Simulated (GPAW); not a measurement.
# PBE/real-space grid (scalar-relativistic datasets) run of InNH4O (SMILES [NH2][InH][OH])

Aim: energy and one-electron properties of InNH4O. The job is set up through an ASE script.

The calculation is run with GPAW 26.7.0.

2 further runs of the same task are left out: 1 that didn't finish, 1 set aside as unsound or not needed.

**1. The structure to begin with**

The species is InNH4O (7 atoms), meant as a singlet with charge 0. As SMILES, `[NH2][InH][OH]`. The shape comes from GFN2-xTB, which is rough for such elements, and wasn't checked as a minimum. This is one conformer, not always the lowest.

Bond lengths: N1–In2 2.038 Å, In2–O3 1.946 Å, N1–H4 1.018 Å, N1–H5 1.016 Å, In2–H6 1.703 Å, O3–H7 0.955 Å. Angles: N1–In2–O3 109.0°, N1–In2–H6 131.2°, O3–In2–H6 119.6°, In2–N1–H4 104.7°, In2–N1–H5 114.7°, In2–O3–H7 120.4°, H4–N1–H5 107.1°.

**2. The charge distribution at PBE/real-space grid (scalar-relativistic datasets)**

The input, calc.py:

```python
import numpy as np
from ase import Atoms
from ase.units import Bohr, Debye
from gpaw import GPAW

# Set up the molecule
positions_bohr = np.array(
              [[ -2.044816,   1.105641,  -1.928617],
               [  0.531429,   0.656340,   0.898489],
               [  2.379713,  -2.473784,   0.345706],
               [ -2.245316,  -0.648819,  -2.691253],
               [ -3.784101,   1.669290,  -1.345107],
               [  1.381258,   2.595142,   3.322687],
               [  3.781833,  -2.903791,   1.398095]])
molecule = Atoms(['N', 'In', 'O', 'H', 'H', 'H', 'H'], positions=positions_bohr * Bohr)
molecule.center(vacuum=4.5)

# Calculator
calc = GPAW(mode='fd', maxiter=150, xc='PBE', h=0.18, txt='-')
molecule.calc = calc

energy = molecule.get_potential_energy()
print(f'Energy                  {energy:.5f} eV')
forces = molecule.get_forces()
print('Forces (eV/Ang)')
for symbol, f in zip(molecule.symbols, forces):
    print(f'{symbol:2} {f[0]:9.4f} {f[1]:9.4f} {f[2]:9.4f}')
dipole = molecule.get_dipole_moment() / Debye
print(f'Dipole: {np.linalg.norm(dipole):.3f} D')
homo, lumo = calc.get_homo_lumo()
print(f'HOMO: {homo:.3f} eV')
print(f'LUMO = {lumo:.3f} eV')
print(f'Gap: {lumo - homo:.3f} eV')
```

The run is started by

```sh
python3 calc.py
```

Output:

```text
[...]
Number of symmetries: 1
[...]
  Number of IBZ points: 1
[...]
Spin-components: 1 (collinear spins)
Bands:           21
[...]
  Valence electrons: 28.0
[...]
  Grid points: [72 68 68]
  Charge: 0.0  # |e|
[...]
    cutoffs:
[...]
occupation numbers:
  # Zero width
[...]
xc functional:
  name: PBE with 2 nearest neighbor stencil
[...]
|iter     |     time |      energy | eigst |  dens |
[...]
|iter:   1| 00:00:10 |  -37.454275 | +0.94 |       |
[...]
|iter:  15| 00:01:06 |  -31.743789c| -7.51c| -6.08c|
Converged in 15 steps
[...]
Energy contributions relative to reference atoms: (reference = -163547.954114)
Energy contributions:
  Kinetic:          50.979095
  Coulomb:         -52.768784
  Zero:              0.947291
  External:          0.000000
  Xc:              -30.901391
  Entropy:           0.000000
  Spinorbit:         0.000000
  ----------------------------
  Free energy:     -31.743789
  Extrapolated:    -31.743789
dipole moment: (-0.103232, 0.092990, 0.321058)  # |e|*Ang
Fermi level: -3.929
Eigenvalues  # (at kpt = [0.000, 0.000, 0.000])
| band index |      eig [eV] | occ [0-2] |
|------------|---------------|-----------|
|          0 |       -23.795 |     2.000 |
|        ... |               |           |
|          6 |       -18.242 |     2.000 |
|          7 |       -11.690 |     2.000 |
|          8 |       -11.208 |     2.000 |
|          9 |        -9.594 |     2.000 |
|         10 |        -8.163 |     2.000 |
|         11 |        -6.944 |     2.000 |
|         12 |        -6.877 |     2.000 |
|         13 |        -6.124 |     2.000 |
|         14 |        -1.735 |     0.000 |
|         15 |        -1.514 |     0.000 |
[...]
Gap: 4.389 eV
Transition (v -> c):
[...]
Forces (eV/Ang)
N     0.2757   -0.1850    0.0468
In   -0.4484    1.1284    0.4797
O     0.0444   -1.0625   -0.9531
H    -0.2167   -0.1378   -0.3044
H    -0.1842    0.1464    0.0534
H     0.0256    0.1466    0.1221
H     0.5264   -0.0210    0.4873
Dipole: 1.680 D
HOMO: -6.124 eV
LUMO = -1.735 eV
Gap: 4.389 eV
```

Run time: 67 s. Hardware: 1 thread of Intel Xeon at 2.70GHz, shared host; peak memory 0.91 GiB.

**3. Outcome**

Level: PBE/real-space grid (scalar-relativistic datasets).

| quantity | value |
| --- | --- |
| energy as printed (from the program's reference atoms) | -31.7438 eV |
| dipole moment | 1.68 D |
| HOMO energy | -6.12 eV |
| LUMO energy | -1.73 eV |
| HOMO–LUMO gap | 4.39 eV |
| largest force on an atom | 1.428 eV/Å |

What this shows: The largest force is 1.43 eV/Å: the shape isn't a stationary point for this species at this level.
